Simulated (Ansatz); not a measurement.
# C2H5AlF (SMILES [CH2][Al]([CH3])[F]) at UB3LYP/6-31G(d) (spherical functions)

What is the electronic atomisation energy of C2H5AlF at UB3LYP/6-31G* (spherical functions)? 

Program for the calculation: Ansatz 0.2.0.

55 further runs of the same task are left out: 1 that didn't finish, 54 set aside as unsound or not needed.

## Step 1: Starting point

C2H5AlF: 9 atoms, total charge 0, spin state doublet. SMILES: `[CH2][Al]([CH3])[F]`. The coordinates come from a PBE0-D4/def2-TZVP relaxation. This is one conformer, not always the lowest.

Bond lengths: C1–Al2 1.918 Å, Al2–C3 1.939 Å, Al2–F4 1.657 Å, C1–H5 1.088 Å, C1–H6 1.089 Å, C3–H7 1.094 Å, C3–H8 1.094 Å, C3–H9 1.093 Å. Some angles: C1–Al2–C3 125.9°, C1–Al2–F4 116.2°, C3–Al2–F4 117.9°, Al2–C1–H5 124.0°, Al2–C1–H6 123.9°, Al2–C3–H7 111.0°, Al2–C3–H8 110.9°, Al2–C3–H9 112.4°, H5–C1–H6 112.2°, H7–C3–H8 106.5°.

## Step 2: The energy at UB3LYP/6-31G(d) (spherical functions)

Input file run.yaml:

```yaml
crystal:
  periodic: [false, false, false]
  atoms:
    - {symbol: C, position_ang: [-0.686400, 1.587500, -0.820000]}
    - {symbol: Al, position_ang: [-0.112800, -0.228700, -0.596500]}
    - {symbol: C, position_ang: [0.607100, -1.002300, 1.029300]}
    - {symbol: F, position_ang: [-0.253200, -1.209400, -1.924700]}
    - {symbol: H, position_ang: [-1.086800, 1.989200, -1.748800]}
    - {symbol: H, position_ang: [-0.649000, 2.336800, -0.031000]}
    - {symbol: H, position_ang: [-0.009300, -1.839800, 1.370600]}
    - {symbol: H, position_ang: [1.611200, -1.403400, 0.860100]}
    - {symbol: H, position_ang: [0.667900, -0.276300, 1.843700]}
basis:
  gaussian:
    orbitals: 6-31G_st_-spherical.json
magnetization:
  spin_polarized: true
  initial_magnetization: 1
hamiltonian:
  xc: {name: B3LYP}
accuracy: high
output:
  orbitals: {seedname: orbitals}
```

The basis set 6-31G* is read from a file made from the Basis Set Exchange's data (not shown).

Started as:

```
ansatz run run.yaml --threads 1 --pin off --max-ram 3480MiB --events-out events.jsonl --progress --plain --runs-dir runs
```

Standard output:

```text
Warning: RAYON_NUM_THREADS=1 ignored (pool sized by the plan → 1); use --threads N
Functional definition: B3LYP
  name "B3LYP"
  parameter a0 = 0.2
  parameter ax = 0.72
  parameter ac = 0.81
  exchange = (1 - a0 - ax)*slater_x + ax*b88_x + a0*exact_x
  correlation = (1 - ac)*vwn_rpa_c + ac*lyp_c
1593 factors; integrals over basis functions are off by at most 3.9e-9 eV
mean field evaluation 1: about -11461.5155 eV, gradient 4.4e1 eV
mean field evaluation 2: about -11456.4807 eV, gradient 5.7e1 eV
mean field evaluation 4: about -11470.0247 eV, gradient 1.7e0 eV
mean field evaluation 8: about -11470.1733 eV, gradient 1.2e-1 eV
mean field evaluation 16: about -11470.1734 eV, gradient 3.9e-5 eV
mean field -11470.17343179 eV, -421.5210988555 hartree, gradient 6.1e-8 eV, S^2 0.752784; 0 other end points of the search recorded, 0 dependent functions left out
reference -11470.17347431 eV, -421.5211004181 hartree; 20, 19 occupied and 50, 51 virtual orbitals, 1593 factors
Total energy: -11470.17347431 eV, -421.5211004181 hartree
```

It took 11 s on 1 thread of Arm Neoverse V1, shared host; peak memory 0.31 GiB.

## Step 3: The Al atom

Input file job.yaml:

```yaml
crystal:
  periodic: [false, false, false]
  atoms:
    - symbol: Al
      position_ang: [0.000000, 0.000000, 0.000000]
basis:
  gaussian: {orbitals: 6-31G_st_-spherical.json}
magnetization: {spin_polarized: true, initial_magnetization: 1}
hamiltonian: {xc: {name: B3LYP}}
accuracy: high
```

The basis set 6-31G* is read from a file made from the Basis Set Exchange's data (not shown).

Run the same way, it converges to -242.36652 Eh (log not shown).

## Step 4: The C atom, same level

Input file input.yaml:

```yaml
crystal:
  periodic: [false, false, false]
  atoms:
    - {symbol: C, position_ang: [0.000000, 0.000000, 0.000000]}
basis:
  gaussian: {orbitals: 6-31G_st_-spherical.json}
magnetization: {spin_polarized: true, initial_magnetization: 2}
hamiltonian: {xc: {name: B3LYP}}
accuracy: high
```

The basis set 6-31G* is read from a file made from the Basis Set Exchange's data (not shown).

Run the same way, it converges to -37.84469 Eh (log not shown).

## Step 5: The F atom

Input file molecule.yaml:

```yaml
basis:
  gaussian:
    orbitals: 6-31G_st_-spherical.json
crystal:
  periodic: [false, false, false]
  atoms:
    - {symbol: F, position_ang: [0.000000, 0.000000, 0.000000]}
accuracy: high
hamiltonian:
  xc: {name: B3LYP}
magnetization:
  spin_polarized: true
  initial_magnetization: 1
```

The basis set 6-31G* is read from a file made from the Basis Set Exchange's data (not shown).

Run the same way, it converges to -99.71458 Eh (log not shown).

## Step 6: The H atom

Input file job.yaml:

```yaml
crystal:
  periodic: [false, false, false]
  atoms:
    - {symbol: H, position_ang: [0.000000, 0.000000, 0.000000]}
basis:
  gaussian: {orbitals: "6-31G*"}
magnetization: {spin_polarized: true, initial_magnetization: 1}
hamiltonian: {xc: {name: B3LYP}}
accuracy: high
```

Started as:

```
ansatz run job.yaml --threads 1 --pin off --max-ram 3480MiB --events-out events.jsonl --progress --plain --runs-dir runs
```

Standard output, cut to the lines that bear on the results:

```text
Warning: RAYON_NUM_THREADS=1 ignored (pool sized by the plan → 1); use --threads N
[... 7 set-up lines as earlier in the session ...]
3 factors; integrals over basis functions are off by at most 5.4e-10 eV
mean field evaluation 1: about -13.6135 eV, gradient 2.1e-1 eV
mean field evaluation 2: about -13.6127 eV, gradient 2.0e-1 eV
mean field evaluation 4: about -13.6131 eV, gradient 4.2e-7 eV
mean field evaluation 8: about -13.6131 eV, gradient 8.0e-10 eV
mean field -13.61309805 eV, -0.5002721262 hartree, gradient 8.6e-9 eV, S^2 0.750000; 0 other end points of the search recorded, 0 dependent functions left out
reference -13.61311596 eV, -0.5002727842 hartree; 1, 0 occupied and 1, 2 virtual orbitals, 3 factors
Total energy: -13.61311596 eV, -0.5002727842 hartree
```

Run time: 0.12 s. Hardware: 1 thread of Arm Neoverse V1, shared host.

## Step 7: Outcome

Level: UB3LYP/6-31G* (spherical functions).

| quantity | value |
| --- | --- |
| molecule: total energy | -421.52110 Eh |
| molecule: HOMO energy (highest over α and β) | -6.65 eV |
| molecule: LUMO energy (lowest over α and β) | -2.80 eV |
| molecule: ⟨S²⟩ | 0.753 |
| Al atom: total energy | -242.36652 Eh |
| Al atom: ⟨S²⟩ | 0.752 |
| C atom: total energy | -37.84469 Eh |
| C atom: ⟨S²⟩ | 2.002 |
| F atom: total energy | -99.71458 Eh |
| F atom: ⟨S²⟩ | 0.751 |
| H atom: total energy | -0.50027 Eh |
| H atom: ⟨S²⟩ | 0.750 |
| electronic atomisation energy | 33.994 eV |

**Reading.** Taking the molecule apart into free atoms costs 33.99 eV (784 kcal/mol), before zero-point energy and without spin-orbit coupling.
